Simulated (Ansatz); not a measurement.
# CH₉HfN₃O: up Jacob's ladder to CCSD(T)

An exercise on one series of results from a longer session: the logs are not shown, and one member is left open.

The runs use Ansatz 0.2.0, Gaussian basis; functionals in def2-TZVPP, the program's frozen cores in correlated methods.

Plan: LDA (SPW92), PBE-D4, revPBE-D4, BLYP-D4, r2SCAN-D4, B97M-V, PBE0-D4, B3LYP-D4, r2SCANh-D4, r2SCAN0-D4, HSE06-D4, BHLYP-D4, CAM-B3LYP-D4, LC-ωPBE, ωB97X-V, ωB97M-V, B2PLYP, PBE-QIDH; CCSD(T)/def2-SVP; MP2/def2-TZVPP; MP2/def2-QZVPP; RPA on PBE.

2 further runs of the same task are left out: 2 for a known fault of the program. Runs told in other sessions of the task aren't counted.

## Structure used throughout

All runs share one geometry, relaxed beforehand with PBE0-D4 in a triple-zeta def2 set. Hf takes the def2 core potential; no spin-orbit term is included.

SMILES `C[O][Hf]([NH2])([NH2])[NH2]`, 15 atoms, charge 0, spin multiplicity 1.

Atoms are counted from 1 here; the program's logs count them from 0.

Bond lengths: C1–O2 1.384 Å, C1–H7 1.096 Å, C1–H8 1.096 Å, C1–H9 1.096 Å, O2–Hf3 1.929 Å, Hf3–N4 2.048 Å, Hf3–N5 2.048 Å, Hf3–N6 2.048 Å, N4–H10 1.010 Å, N4–H11 1.010 Å, N5–H12 1.010 Å, N5–H13 1.010 Å, N6–H14 1.010 Å, N6–H15 1.010 Å. Angles: O2–C1–H7 110.9°, O2–C1–H8 110.9°, O2–C1–H9 110.9°, H7–C1–H8 108.0°, H7–C1–H9 108.0°, H8–C1–H9 108.0°, C1–O2–Hf3 179.8°, O2–Hf3–N4 111.6°, O2–Hf3–N5 111.6°, O2–Hf3–N6 111.6°, N4–Hf3–N5 107.2°, N4–Hf3–N6 107.2°, N5–Hf3–N6 107.3°, Hf3–N4–H10 124.6°, Hf3–N4–H11 126.4°, H10–N4–H11 108.6°, Hf3–N5–H12 126.4°, Hf3–N5–H13 124.6° and more.

The first run:

The input, in.yaml:

```yaml
crystal:
  periodic: [false, false, false]
  atoms:
    - {symbol: C, position_ang: [-0.641709, -1.897461, 1.885434]}
    - {symbol: O, position_ang: [-0.321661, -0.940969, 0.937168]}
    - {symbol: Hf, position_ang: [0.130309, 0.388710, -0.385395]}
    - {symbol: N, position_ang: [0.946708, -0.459769, -2.061227]}
    - {symbol: N, position_ang: [1.492737, 1.737317, 0.335480]}
    - {symbol: N, position_ang: [-1.517464, 1.448351, -0.982907]}
    - {symbol: H, position_ang: [-0.098874, -2.831331, 1.697589]}
    - {symbol: H, position_ang: [-1.715106, -2.120187, 1.869275]}
    - {symbol: H, position_ang: [-0.382425, -1.551298, 2.892847]}
    - {symbol: H, position_ang: [1.779952, -0.127293, -2.524825]}
    - {symbol: H, position_ang: [0.661240, -1.326289, -2.494991]}
    - {symbol: H, position_ang: [2.278424, 1.532981, 0.936724]}
    - {symbol: H, position_ang: [1.417619, 2.739226, 0.233992]}
    - {symbol: H, position_ang: [-1.750377, 1.652451, -1.944098]}
    - {symbol: H, position_ang: [-2.279375, 1.755551, -0.395055]}
basis:
  gaussian: {orbitals: def2-TZVPP}
hamiltonian: {xc: lda}
output: {orbitals: {seedname: orbitals}}
```

Run with:

```bash
ansatz run in.yaml --threads 4 --pin off --events-out ev --progress --plain --max-ram 11315MiB
```

Steps of the session up to this table: LDA; PBE-D4 (GGA); revPBE-D4 (GGA); BLYP-D4 (GGA); r2SCAN-D4 (meta-GGA); B97M-V (meta-GGA); PBE0-D4 (hybrid); B3LYP-D4 (hybrid); r2SCANh-D4 (hybrid); r2SCAN0-D4 (hybrid); HSE06-D4 (hybrid); BHLYP-D4 (hybrid); CAM-B3LYP-D4 (range-separated); LC-ωPBE (range-separated); ωB97X-V (range-separated); ωB97M-V (range-separated); B2PLYP (double hybrid); PBE-QIDH (double hybrid).

One table of the session follows, with a row left open; its other results are not shown here.

It belongs to the step «Orbital energies across the functionals». 

| functional | HOMO (eV) | gap (eV) |
| --- | --- | --- |
| LDA (SPW92) | -5.50 | 4.82 |
| PBE-D4 | -5.31 | 4.78 |
| revPBE-D4 | -5.24 | 4.79 |
| BLYP-D4 | -5.19 | 4.66 |
| r2SCAN-D4 | -5.60 | 5.61 |
| B97M-V | -5.66 | 5.16 |
| PBE0-D4 | -6.69 | 6.85 |
| B3LYP-D4 | -6.45 | 6.31 |
| r2SCANh-D4 | -6.12 | 6.33 |
| r2SCAN0-D4 | -6.90 | 7.39 |
| HSE06-D4 | ? | ? |
| BHLYP-D4 | -7.98 | 8.64 |
| CAM-B3LYP-D4 | -8.12 | 8.94 |
| LC-ωPBE | -9.54 | 11.53 |
| ωB97X-V | -9.16 | 10.92 |
| ωB97M-V | -9.07 | 10.36 |

Q: Estimate the row for HSE06-D4 from the others.

The run gave: HOMO (eV): -6.28; gap (eV): 6.09. In the column «HOMO (eV)» it lies between B3LYP-D4 (-6.45) and r2SCANh-D4 (-6.12).
